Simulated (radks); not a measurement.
# Ca¹⁴⁺ in [He] 2s2 2p2: an all-electron calculation

An exercise on one series of results from a longer session: the logs are not shown, and one member is left open.

Method: non-relativistic Kohn-Sham, r2SCAN, spin-unpolarised, spherical densities, point nucleus. Code: radks (a radial shooting solver on a logarithmic mesh, Libxc functionals) version 1.

### Starting point

- element: calcium (Z = 20)
- charge: +14
- electrons: 6
- configuration: [He] 2s2 2p2

The outer shells:

Ca¹⁴⁺
```
[He] core
2s [↑↓]
2p [↑ ][↑ ][  ]
```

Set-up of the first run:

Settings of this run:

```text
Z 20
configuration [He] 2s2 2p2 3s0 3p0
relativity non-relativistic
functional r2scan,r2scan
spin unpolarised
nucleus point
```

On the command line:

```console
$ python run_ks.py task.json out
```

All runs below come from this command, one after another.

One table of the session follows, with a row left open; its other results are not shown here.

It belongs to the step «Radial structure». Radial moments (bohr):

| level | <r> | outermost maximum (interpolated) | 90 % within | nodes |
| --- | --- | --- | --- | --- |
| 1s | 0.07697 | 0.0507 | 0.137 | 0 |
| 2s | ? | ? | ? | ? |
| 2p | 0.2916 | 0.229 | 0.471 | 0 |
| 3s | 0.8233 | 0.777 | 1.20 | 2 |
| 3p | 0.7939 | 0.743 | 1.18 | 1 |

**Question.** Estimate the row for 2s.

**Answer.** <r>: 0.3354; outermost maximum (interpolated): 0.286; 90 % within: 0.514; nodes: 1. In the column «<r>» it lies between 2p (0.2916) and 3p (0.7939).

Caveats from the session: Spin polarisation and multiplet splitting are left out.
